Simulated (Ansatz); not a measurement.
# C2H8OSi: basis-set convergence

One table from this session's results is given with a row withheld; the runs are named, their logs left out.

Program: Ansatz 0.2.0, Gaussian basis. Level of theory: one geometry, several basis sets. These are calculated values, not measurements.

The runs, in order: PBE0-D4/def2-SVP; ωB97M-V/def2-SVP; PBE0-D4/def2-QZVPP; ωB97M-V/def2-QZVPP; the functionals' def2-TZVPP values are taken from earlier runs.

**Structure used throughout**

An earlier PBE0-D4 in a triple-zeta def2 set relaxation fixed the geometry.

SMILES `CCO[SiH3]`, 12 atoms, charge 0, spin multiplicity 1.

Atoms are counted from 1 here; the program's logs count them from 0.

Bond lengths: C1–C2 1.508 Å, C1–H5 1.092 Å, C1–H6 1.093 Å, C1–H7 1.092 Å, C2–O3 1.416 Å, C2–H8 1.099 Å, C2–H9 1.099 Å, O3–Si4 1.642 Å, Si4–H10 1.491 Å, Si4–H11 1.491 Å, Si4–H12 1.481 Å. Angles: C2–C1–H5 110.5°, C2–C1–H6 110.4°, C2–C1–H7 110.5°, H5–C1–H6 108.5°, H5–C1–H7 108.3°, H6–C1–H7 108.5°, C1–C2–O3 109.3°, C1–C2–H8 110.3°, C1–C2–H9 110.3°, O3–C2–H8 109.8°, O3–C2–H9 109.8°, H8–C2–H9 107.3°, C2–O3–Si4 122.3°, O3–Si4–H10 111.0°, O3–Si4–H11 111.0°, O3–Si4–H12 106.6°, H10–Si4–H11 107.8°, H10–Si4–H12 110.2° and more.

Set-up of the first run:

in.yaml

```yaml
crystal:
  periodic: [false, false, false]
  atoms:
    - {symbol: C, position_ang: [0.131538, 1.765746, 0.749030]}
    - {symbol: C, position_ang: [-0.407678, 0.554967, 0.030435]}
    - {symbol: O, position_ang: [0.555925, -0.481401, 0.070074]}
    - {symbol: Si, position_ang: [0.297075, -1.948449, -0.619923]}
    - {symbol: H, position_ang: [1.050345, 2.114632, 0.273831]}
    - {symbol: H, position_ang: [-0.600016, 2.577067, 0.728544]}
    - {symbol: H, position_ang: [0.353741, 1.524811, 1.790336]}
    - {symbol: H, position_ang: [-0.642809, 0.805411, -1.013002]}
    - {symbol: H, position_ang: [-1.339384, 0.215703, 0.503286]}
    - {symbol: H, position_ang: [0.056202, -1.813453, -2.084654]}
    - {symbol: H, position_ang: [-0.893034, -2.616628, -0.020872]}
    - {symbol: H, position_ang: [1.515095, -2.753706, -0.373083]}
basis:
  gaussian: {orbitals: def2-SVP}
hamiltonian: {xc: pbe0, dispersion: d4}
output: {orbitals: {seedname: orbitals}}
```

On the command line:

```console
$ ansatz run in.yaml --threads 4 --pin off --events-out ev --progress --plain --max-ram 10444MiB
```

Among the steps run: PBE0-D4 in def2-SVP; ωB97M-V in def2-SVP; PBE0-D4 in def2-QZVPP; ωB97M-V in def2-QZVPP.

One of the session's tables, all rows but one given; the rest of the session is left out.

```
functional       basis  HOMO (eV)  LUMO (eV)
   PBE0-D4    def2-SVP      -7.99       0.89
   PBE0-D4  def2-TZVPP      -8.10       0.36
   PBE0-D4  def2-QZVPP      -8.12       0.19
   ωB97M-V    def2-SVP     -10.34       2.78
   ωB97M-V  def2-TZVPP          ?          ?
   ωB97M-V  def2-QZVPP     -10.50       1.58
```

Estimate the missing values for ωB97M-V, def2-TZVPP.

**Answer.** HOMO (eV): -10.47; LUMO (eV): 2.00. In the column «HOMO (eV)» it lies between ωB97M-V, def2-QZVPP (-10.50) and ωB97M-V, def2-SVP (-10.34).
